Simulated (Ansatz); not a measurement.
# F2GaH5O: the cost of one run

All numbers below are computed with Ansatz 0.2.0 (RKS PBE-D4/def2-SVP).

### Step 1. The starting structure

Bond lengths: Ga1–O2 2.194 Å, Ga1–H3 1.532 Å, Ga1–H4 1.526 Å, Ga1–F6 2.126 Å, O2–H9 0.957 Å. Angles: Ga1–O2–H9 128.5°, O2–Ga1–H3 110.8°, O2–Ga1–H4 103.1°, O2–Ga1–F6 90.2°, H3–Ga1–H4 134.6°, H3–Ga1–F6 106.2°, H4–Ga1–F6 102.8°.

Coordinates:

```xyz
9

Ga   -0.6449   -1.1511    0.3241
O     1.2994   -0.3073   -0.2416
H    -1.2006   -2.0373   -0.7948
H    -0.5381   -1.2822    1.8407
H    -0.6623    1.5569    0.0333
F    -1.5525    0.7554    0.0784
H     1.0463    0.9344   -0.1428
F     0.4553    1.9781   -0.0511
H     1.7974   -0.4467   -1.0463
```

### Step 2. Pulling towards end A

Springs on the bonds that form and break draw the guess towards this end; the thresholds are loose.

input.yaml

```yaml
crystal:
  periodic: [false, false, false]
  atoms:
    - { symbol: Ga, position_ang: [-0.6449, -1.1511, 0.3241] }
    - { symbol: O, position_ang: [1.2994, -0.3073, -0.2416] }
    - { symbol: H, position_ang: [-1.2006, -2.0373, -0.7948] }
    - { symbol: H, position_ang: [-0.5381, -1.2822, 1.8407] }
    - { symbol: H, position_ang: [-0.6623, 1.5569, 0.0333] }
    - { symbol: F, position_ang: [-1.5525, 0.7554, 0.0784] }
    - { symbol: H, position_ang: [1.0463, 0.9344, -0.1428] }
    - { symbol: F, position_ang: [0.4553, 1.9781, -0.0511] }
    - { symbol: H, position_ang: [1.7974, -0.4467, -1.0463] }
basis:
  gaussian: { orbitals: def2-SVP }
hamiltonian:
  xc: pbe
  dispersion: d4
relax:
  f_tol: 0.15
  max_steps: 25
  restrain:
    - { distance: [0, 5], at: 3.09, k: 30.0 }
    - { distance: [4, 7], at: 2.18, k: 30.0 }
    - { distance: [6, 1], at: 2.27, k: 30.0 }
    - { distance: [0, 1], at: 1.88, k: 30.0 }
    - { distance: [4, 5], at: 0.88, k: 30.0 }
    - { distance: [6, 7], at: 0.88, k: 30.0 }
```

On the command line:

```console
$ ansatz run input.yaml --threads 2 --pin off --max-ram 3072MiB --backend cpu --events-out ev --progress --plain --runs-dir out
```

What time and memory should one allow on 2 threads of Intel Xeon Platinum 8488C (Sapphire Rapids), shared host?

About 25 s, with a peak of 0.16 GiB.
